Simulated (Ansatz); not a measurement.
**ClH₃InN: how energies converge with the basis set**

An exercise on one series of results from a longer session: the logs are not shown, and one member is left open.

Computed with Ansatz 0.2.0, Gaussian basis. Level: one geometry, several basis sets.

The runs, in order: PBE0-D4/def2-SVP; ωB97M-V/def2-SVP; PBE0-D4/def2-QZVPP; ωB97M-V/def2-QZVPP; the functionals' def2-TZVPP values are taken from earlier runs.

## The relaxed structure

All runs share one geometry, relaxed beforehand with PBE0-D4 in a triple-zeta def2 set. In takes the def2 core potential; no spin-orbit term is included.

SMILES `[NH2][InH][Cl]`, 6 atoms, charge 0, spin multiplicity 1.

Atoms are counted from 1 here; the program's logs count them from 0.

Bond lengths: N1–In2 1.995 Å, N1–H4 1.007 Å, N1–H5 1.008 Å, In2–Cl3 2.339 Å, In2–H6 1.693 Å. Angles: In2–N1–H4 121.6°, In2–N1–H5 118.5°, H4–N1–H5 111.0°, N1–In2–Cl3 109.2°, N1–In2–H6 131.5°, Cl3–In2–H6 119.1°.

Geometry (Å):

```xyz
6
ClH3InN
N    -1.0208    0.1881   -0.5041
In    0.7921    0.1486    0.3279
Cl    0.9908   -1.7710    1.6492
H    -1.2194    0.7614   -1.3082
H    -1.5582   -0.6645   -0.5268
H     2.0575    1.2734    0.3158
```

The first run:

in.yaml

```yaml
crystal:
  periodic: [false, false, false]
  atoms:
    - {symbol: N, position_ang: [-1.020817, 0.188086, -0.504109]}
    - {symbol: In, position_ang: [0.792063, 0.148642, 0.327859]}
    - {symbol: Cl, position_ang: [0.990842, -1.771034, 1.649202]}
    - {symbol: H, position_ang: [-1.219397, 0.761364, -1.308183]}
    - {symbol: H, position_ang: [-1.558226, -0.664540, -0.526779]}
    - {symbol: H, position_ang: [2.057534, 1.273382, 0.315810]}
basis:
  gaussian: {orbitals: def2-SVP}
hamiltonian: {xc: pbe0, dispersion: d4}
output: {orbitals: {seedname: orbitals}}
```

Launch:

```sh
$ ansatz run in.yaml --threads 2 --pin off --events-out ev --progress --plain --max-ram 20480MiB --backend cpu
```

Among the steps run: PBE0-D4 in def2-SVP; ωB97M-V in def2-SVP; PBE0-D4 in def2-QZVPP; ωB97M-V in def2-QZVPP.

One table of the session follows, with a row left open; its other results are not shown here.

It belongs to the step «Functionals by basis». 

| functional | basis | HOMO (eV) |
| --- | --- | --- |
| PBE0-D4 | def2-SVP | ? |
| PBE0-D4 | def2-TZVPP | -7.50 |
| PBE0-D4 | def2-QZVPP | -7.55 |
| ωB97M-V | def2-SVP | -9.59 |
| ωB97M-V | def2-TZVPP | -9.85 |
| ωB97M-V | def2-QZVPP | -9.91 |

Estimate the missing values for PBE0-D4, def2-SVP.

**Answer.** HOMO (eV): -7.28. In the column «HOMO (eV)» it is the highest.
